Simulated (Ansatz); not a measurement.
# H4OSeSn: how energies converge with the basis set

An exercise on one series of results from a longer session: the logs are not shown, and one member is left open.

Computed with Ansatz 0.2.0, Gaussian basis. Level: one geometry, several basis sets.

Plan: PBE0-D4/def2-SVP; ωB97M-V/def2-SVP; PBE0-D4/def2-QZVPP; ωB97M-V/def2-QZVPP; the functionals' def2-TZVPP values are taken from earlier runs.

## Structure used throughout

All runs share one geometry, relaxed beforehand with PBE0-D4 in a triple-zeta def2 set. Sn takes the def2 core potential; no spin-orbit term is included.

SMILES `[OH][SnH2][SeH]`, 7 atoms, charge 0, spin multiplicity 1.

Atoms are counted from 1 here; the program's logs count them from 0.

Bond lengths: O1–Sn2 1.964 Å, O1–H4 0.960 Å, Sn2–Se3 2.526 Å, Sn2–H5 1.706 Å, Sn2–H6 1.698 Å, Se3–H7 1.469 Å. Angles: Sn2–O1–H4 112.5°, O1–Sn2–Se3 108.8°, O1–Sn2–H5 110.0°, O1–Sn2–H6 103.1°, Se3–Sn2–H5 106.2°, Se3–Sn2–H6 113.0°, H5–Sn2–H6 115.7°, Sn2–Se3–H7 91.6°.

As a file:

```xyz
7
charge 0, multiplicity 1
O    -1.67615   -0.43101   -0.24994
Sn   -0.06599    0.66304    0.01184
Se    1.96876   -0.81673   -0.21180
H    -1.58393   -1.05419   -0.97483
H     0.05396    1.82837   -1.22792
H    -0.26948    1.27766    1.58183
H     1.63403   -1.53503    1.02513
```

The first run:

Contents of in.yaml:

```yaml
crystal:
  periodic: [false, false, false]
  atoms:
    - {symbol: O, position_ang: [-1.676148, -0.431007, -0.249940]}
    - {symbol: Sn, position_ang: [-0.065995, 0.663040, 0.011836]}
    - {symbol: Se, position_ang: [1.968760, -0.816733, -0.211804]}
    - {symbol: H, position_ang: [-1.583928, -1.054189, -0.974829]}
    - {symbol: H, position_ang: [0.053963, 1.828369, -1.227922]}
    - {symbol: H, position_ang: [-0.269478, 1.277656, 1.581833]}
    - {symbol: H, position_ang: [1.634027, -1.535035, 1.025125]}
basis:
  gaussian: {orbitals: def2-SVP}
hamiltonian: {xc: pbe0, dispersion: d4}
output: {orbitals: {seedname: orbitals}}
```

On the command line:

```console
$ ansatz run in.yaml --threads 2 --pin off --events-out ev --progress --plain --max-ram 4352MiB
```

Among the steps run: PBE0-D4 in def2-SVP; ωB97M-V in def2-SVP; PBE0-D4 in def2-QZVPP; ωB97M-V in def2-QZVPP.

One table of the session follows, with a row left open; its other results are not shown here.

| functional | basis | HOMO (eV) |
| --- | --- | --- |
| PBE0-D4 | def2-SVP | ? |
| PBE0-D4 | def2-TZVPP | -7.22 |
| PBE0-D4 | def2-QZVPP | -7.25 |
| ωB97M-V | def2-SVP | -9.22 |
| ωB97M-V | def2-TZVPP | -9.38 |
| ωB97M-V | def2-QZVPP | -9.41 |

**Question.** Estimate the row for PBE0-D4, def2-SVP.

**Answer.** HOMO (eV): -7.08. In the column «HOMO (eV)» it is the highest.
